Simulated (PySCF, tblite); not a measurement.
**C₃H₁₀OSi₂: dynamics, then NMR shifts on frames, part 1 of 2**

How do NMR shifts of C₃H₁₀OSi₂ (`C=CO[SiH2]C[SiH3]`) change as the atoms move?

The runs use tblite 0.8.0 and PySCF 2.14.0, with density-fitted response routines of our own; the level of theory stands in each step. All values are computed, except where a source is named. Atoms count from 0, in the outputs and in this text.

**1. The molecule as given**

16 atoms, charge 0, multiplicity 1; geometry from: GFN2-xTB.

Bonds of the start (Å): C0–C1 1.32, C1–O2 1.34, O2–Si3 1.63, Si3–C4 1.89, C4–Si5 1.90, C0–H6 1.07, C0–H7 1.08, C1–H8 1.08, Si3–H9 1.47, Si3–H10 1.47, C4–H11 1.09, C4–H12 1.09, Si5–H13 1.47, Si5–H14 1.46, Si5–H15 1.47.

**2. A short Langevin run with GFN2-xTB**

The job: settings as JSON, then the geometry in Å.

```
{"job": {"kind": "md", "xc": "GFN2-xTB", "basis": "xTB", "temperature": 300, "steps": 2000, "every": 50, "frames": 5}, "charge": 0, "multiplicity": 1}
C      3.059950    -0.237974     0.450668
C      2.094135     0.559286     0.868651
O      0.870278     0.678504     0.332700
Si     0.170270    -0.034126    -0.957184
C     -1.576883     0.682077    -0.909119
Si    -2.592756     0.244362     0.634294
H      4.008184    -0.263827     0.952635
H      2.926125    -0.882007    -0.399601
H      2.221759     1.213355     1.724639
H      0.174801    -1.494469    -0.820710
H      0.889553     0.326459    -2.186116
H     -2.103898     0.329134    -1.794277
H     -1.524866     1.766736    -1.000925
H     -3.913058     0.878578     0.531017
H     -1.938893     0.719006     1.854227
H     -2.772299    -1.208666     0.707690
```

With the program's defaults for keys left out, this is: GFN2-xTB Langevin dynamics, gas phase.

Command:

```bash
$ OMP_NUM_THREADS=1 python probes_run.py task.json out
```

One launch serves the whole session: the jobs run in the order shown.

The program printed:

```text
t/fs     T/K      E/eV
    0.0   244.0   -518.66668
   25.0   179.6   -518.46151
   50.0   125.2   -518.34694
   75.0   220.6   -518.30684
  100.0   284.9   -518.31400
  125.0   246.8   -518.29858
  150.0   274.5   -518.21179
  175.0   237.2   -518.22968
  200.0   223.9   -518.04140
  225.0   324.7   -518.13305
  250.0   318.1   -517.92290
  275.0   348.7   -517.89506
  300.0   361.5   -517.85168
  325.0   406.2   -517.86271
  350.0   500.0   -518.13778
  375.0   408.3   -518.07666
  400.0   454.0   -518.24775
  425.0   367.3   -518.03347
  450.0   339.9   -518.19107
  475.0   248.8   -518.27239
  500.0   190.6   -518.18563
  525.0   301.7   -518.45445
  550.0   175.4   -518.25423
  575.0   203.3   -518.21078
  600.0   209.2   -518.25505
  625.0   229.7   -518.31916
  650.0   204.8   -518.21638
  675.0   251.4   -518.19627
  700.0   295.0   -518.29729
  725.0   256.3   -518.07731
  750.0   290.4   -518.25570
  775.0   335.7   -518.24235
  800.0   314.2   -518.27741
  825.0   281.5   -518.11591
  850.0   271.0   -518.16841
  875.0   283.7   -518.15464
  900.0   359.4   -518.15939
  925.0   355.6   -518.08989
  950.0   337.0   -518.11729
  975.0   412.1   -518.24465
 1000.0   298.2   -518.05777
```

Run time: 46 s. Hardware: 1 thread of Intel Xeon at 2.50GHz, shared host; peak memory 0.18 GiB.

Distance from the start (root mean square after alignment): 0 fs 0.00 Å, 200 fs 0.31 Å, 400 fs 0.21 Å, 600 fs 0.39 Å, 800 fs 0.47 Å, 1000 fs 0.30 Å.

Positions (Å) and forces (eV/Å) at 1000 fs:

```xyz
16

C     2.470    0.981    1.063   -0.448   -0.768   -1.201
C     1.324    0.997    1.690   -0.921   -0.913   -1.236
O     0.129    0.627    1.146    0.716    0.322    0.004
Si   -0.305    0.121   -0.343   -1.601    2.123   -0.029
C    -2.262    0.169   -0.023    1.236    0.366   -0.440
Si   -2.914   -1.299    1.022   -1.928    0.685   -1.606
H     3.408    1.142    1.473    1.048    0.505    0.786
H     2.464    0.616    0.055    0.107    0.151   -0.382
H     1.222    1.189    2.699   -0.206    0.649    1.869
H     0.078   -1.179   -0.673    0.627   -1.444   -0.277
H     0.182    1.045   -1.516   -0.394   -0.626    1.023
H    -2.634    0.132   -1.076   -0.258    0.222    1.063
H    -2.504    1.149    0.481    0.059   -1.005   -0.797
H    -4.414   -1.054    1.306    0.974   -0.022   -0.002
H    -2.212   -1.533    2.209    0.728   -0.199    1.195
H    -3.003   -2.494    0.171    0.258   -0.045    0.030
```

**3. Shielding tensors: 250 fs, PBE0/pcSseg-1**

The job: settings as JSON, then the geometry in Å.

```
{"job": {"kind": "nmr", "xc": "PBE0", "basis": "pcSseg-1", "pop": false}, "charge": 0, "multiplicity": 1}
C      2.955500     0.023200     0.323600
C      1.870200     0.339800     1.049300
O      0.562600     0.184600     0.647000
Si    -0.289000    -0.460400    -0.626500
C     -1.996100     0.388800    -0.483000
Si    -2.977700    -0.125900     1.078000
H      3.976700     0.206400     0.715500
H      2.696400    -0.635100    -0.541600
H      2.014500     0.842900     2.008100
H     -0.460300    -1.856900    -0.434400
H      0.520800    -0.082500    -1.874500
H     -2.500600    -0.051200    -1.257500
H     -1.868800     1.490300    -0.674500
H     -4.545500    -0.193800     0.817300
H     -2.731400     0.834100     2.100200
H     -2.664700    -1.412100     1.730900
```

With the program's defaults for keys left out, this is: GIAO PBE0/pcSseg-1 NMR shielding, non-relativistic, gas phase.

The program printed:

```text
coarse grid: 13792 points
cycle   1  E = -773.8710684852  dE =  3.217e-01  |g| = 6.771e-01  |ddm| = 3.462e+00
cycle   2  E = -773.7726477937  dE =  9.842e-02  |g| = 9.882e-01  |ddm| = 1.288e+00
cycle   3  E = -773.9578702254  dE = -1.852e-01  |g| = 1.324e-01  |ddm| = 8.815e-01
cycle   4  E = -773.9608943454  dE = -3.024e-03  |g| = 5.296e-02  |ddm| = 1.280e-01
cycle   5  E = -773.9615552117  dE = -6.609e-04  |g| = 1.624e-02  |ddm| = 4.987e-02
cycle   6  E = -773.9616174938  dE = -6.228e-05  |g| = 3.711e-03  |ddm| = 1.414e-02
cycle   7  E = -773.9616208659  dE = -3.372e-06  |g| = 7.984e-04  |ddm| = 3.787e-03
final grid: 122408 points
cycle   8  E = -774.0066280484  dE = -1.389e-05  |g| = 9.644e-03  |ddm| = 1.728e-02
cycle   9  E = -774.0066053427  dE =  2.271e-05  |g| = 1.457e-02  |ddm| = 1.535e-02
cycle  10  E = -774.0066460584  dE = -4.072e-05  |g| = 1.563e-03  |ddm| = 9.950e-03
cycle  11  E = -774.0066466105  dE = -5.521e-07  |g| = 3.079e-04  |ddm| = 1.545e-03
cycle  12  E = -774.0066466314  dE = -2.088e-08  |g| = 1.027e-04  |ddm| = 2.975e-04
cycle  13  E = -774.0066466340  dE = -2.590e-09  |g| = 2.502e-05  |ddm| = 9.138e-05
cycle  14  E = -774.0066466341  dE = -1.387e-10  |g| = 7.508e-06  |ddm| = 2.374e-05
converged SCF energy = -774.0066466341

GIAO shielding tensors (ppm)
atom      isotropic    diamagn.    paramagn.     s11        s22        s33       span
  0 C       80.066     261.272    -181.206    -33.062    119.684    153.575    186.637
  1 C       19.565     246.465    -226.900   -103.891     63.232     99.354    203.245
  2 O      216.990     401.836    -184.846    129.534    221.368    300.069    170.535
  3 Si     365.178     882.471    -517.293    308.956    378.423    408.156     99.201
  4 C      195.034     258.996     -63.962    180.146    199.032    205.924     25.778
  5 Si     419.823     877.936    -458.112    368.776    413.739    476.955    108.179
  6 H       25.867      28.072      -2.206     23.847     25.248     28.504      4.657
  7 H       26.001      32.759      -6.758     22.850     24.140     31.013      8.163
  8 H       24.533      29.236      -4.703     21.467     24.426     27.705      6.238
  9 H       27.031      32.519      -5.488     23.652     25.572     31.868      8.216
 10 H       25.271      30.622      -5.351     21.442     24.679     29.693      8.251
 11 H       34.072      33.282       0.790     28.107     31.688     42.421     14.314
 12 H       30.238      31.119      -0.881     25.624     27.439     37.651     12.027
 13 H       26.227      25.675       0.552     22.844     24.224     31.613      8.768
 14 H       27.987      29.136      -1.150     24.443     26.009     33.509      9.066
 15 H       27.412      28.441      -1.029     24.028     26.370     31.837      7.809
```

Run time: 49 s. Hardware: 1 thread of Intel Xeon at 2.50GHz, shared host; peak memory 0.74 GiB.

Shifts follow as δ = σ(reference) − σ, with reference shieldings (ppm) from runs at the same level and on the same kind of geometry: 1H TMS 31.72, 13C TMS 186.9, 29Si TMS 349.2, 17O H2O 336.1. The references are single molecules in the gas phase, so shifts against H2O, NH3, PH3, H3PO4 or CFCl3 are not on the usual liquid scales and can be off by tens of ppm. Each atom is listed at this fixed geometry, with no averaging over motion; a spectrum would average atoms that exchange fast.

```tsv
atoms	environment	σ (ppm)	δ (ppm)
C1	alkene carbon bearing oxygen	19.6	167.4
C0	β carbon of an enol-ether or enamine type C=C	80.1	106.9
C4	sp3 CH2 bonded to 2 Si	195.0	-8.1
H8	hydrogen on an alkene carbon bearing oxygen	24.53	7.18
H10	hydrogen on a silicon bonded to C, O	25.27	6.45
H6	hydrogen on a β carbon of an enol-ether or enamine type C=C	25.87	5.85
H7	hydrogen on a β carbon of an enol-ether or enamine type C=C	26.00	5.72
H13	hydrogen on a silicon bonded to C	26.23	5.49
H9	hydrogen on a silicon bonded to C, O	27.03	4.69
H15	hydrogen on a silicon bonded to C	27.41	4.31
H14	hydrogen on a silicon bonded to C	27.99	3.73
H12	hydrogen on an sp3 CH2 bonded to 2 Si	30.24	1.48
H11	hydrogen on an sp3 CH2 bonded to 2 Si	34.07	-2.35
O2	oxygen bonded to C, Si	217.0	119.1
Si3	silicon bonded to C, O, 2 H	365.2	-16.0
Si5	silicon bonded to C, 3 H	419.8	-70.7
```

**4. Nuclear shieldings: 425 fs, PBE0/pcSseg-1**

The job: settings as JSON, then the geometry in Å.

```
{"job": {"kind": "nmr", "xc": "PBE0", "basis": "pcSseg-1", "pop": false}, "charge": 0, "multiplicity": 1}
C      2.321000    -0.376100     0.548300
C      1.357900    -0.029500     1.397000
O      0.113700     0.213800     1.134300
Si    -0.783400     0.249800    -0.304100
C     -2.656200     0.463900     0.006300
Si    -3.230200    -0.944200     1.153800
H      3.326400    -0.439100     0.877200
H      2.133800    -0.606300    -0.470300
H      1.604500    -0.071400     2.454000
H     -0.575600    -0.824000    -1.341800
H     -0.048400     1.251000    -1.233400
H     -3.061100     0.456500    -1.031900
H     -2.896900     1.395100     0.458500
H     -4.708600    -0.844300     1.287300
H     -2.691900    -0.725200     2.492400
H     -2.996000    -2.209800     0.480000
```

Method: GIAO PBE0/pcSseg-1 NMR shielding, non-relativistic, gas phase.

The program printed:

```text
coarse grid: 13792 points
cycle   1  E = -773.8813663411  dE =  4.695e-01  |g| = 6.434e-01  |ddm| = 3.496e+00
cycle   2  E = -773.8212014580  dE =  6.016e-02  |g| = 8.588e-01  |ddm| = 1.102e+00
cycle   3  E = -773.9617423599  dE = -1.405e-01  |g| = 1.111e-01  |ddm| = 7.161e-01
cycle   4  E = -773.9637424819  dE = -2.000e-03  |g| = 4.752e-02  |ddm| = 1.137e-01
cycle   5  E = -773.9642773687  dE = -5.349e-04  |g| = 1.246e-02  |ddm| = 4.504e-02
cycle   6  E = -773.9643128490  dE = -3.548e-05  |g| = 3.108e-03  |ddm| = 1.102e-02
cycle   7  E = -773.9643151971  dE = -2.348e-06  |g| = 5.444e-04  |ddm| = 3.054e-03
final grid: 122408 points
cycle   8  E = -774.0088681581  dE = -2.031e-05  |g| = 8.921e-03  |ddm| = 1.883e-02
cycle   9  E = -774.0088506095  dE =  1.755e-05  |g| = 1.298e-02  |ddm| = 1.385e-02
cycle  10  E = -774.0088837091  dE = -3.310e-05  |g| = 1.719e-03  |ddm| = 9.180e-03
cycle  11  E = -774.0088843869  dE = -6.778e-07  |g| = 2.790e-04  |ddm| = 1.642e-03
cycle  12  E = -774.0088844029  dE = -1.598e-08  |g| = 1.097e-04  |ddm| = 2.948e-04
cycle  13  E = -774.0088844059  dE = -3.037e-09  |g| = 1.931e-05  |ddm| = 9.642e-05
cycle  14  E = -774.0088844060  dE = -7.890e-11  |g| = 6.387e-06  |ddm| = 2.301e-05
converged SCF energy = -774.0088844060

GIAO shielding tensors (ppm)
atom      isotropic    diamagn.    paramagn.     s11        s22        s33       span
  0 C       92.230     260.251    -168.021     -8.555    121.758    163.486    172.041
  1 C       32.174     246.689    -214.515    -82.252     66.976    111.799    194.051
  2 O      228.937     400.261    -171.324    140.072    237.455    309.284    169.212
  3 Si     377.531     882.820    -505.290    314.065    343.179    475.349    161.284
  4 C      193.559     261.412     -67.853    174.993    189.946    215.737     40.743
  5 Si     426.645     877.821    -451.176    400.637    407.062    472.236     71.600
  6 H       27.690      30.206      -2.516     25.963     26.707     30.402      4.439
  7 H       27.776      35.321      -7.545     24.681     25.954     32.693      8.012
  8 H       24.923      28.751      -3.828     21.110     25.776     27.883      6.773
  9 H       25.586      32.565      -6.979     22.687     24.680     29.392      6.705
 10 H       25.175      31.010      -5.835     22.343     23.790     29.392      7.049
 11 H       31.452      30.545       0.907     26.544     27.637     40.174     13.629
 12 H       31.642      32.505      -0.863     27.141     28.513     39.272     12.131
 13 H       27.271      26.521       0.750     23.757     25.078     32.979      9.222
 14 H       27.578      28.160      -0.583     23.694     26.640     32.399      8.705
 15 H       27.706      28.215      -0.509     24.505     25.988     32.624      8.118
```

Run time: 49 s. Hardware: 1 thread of Intel Xeon at 2.50GHz, shared host; peak memory 0.86 GiB.

In short: δ C1 154.8, C0 94.7, C4 -6.6, O2 107.1, H8 6.79, H10 6.54 ppm.

(Continued in part 2 of 2.)
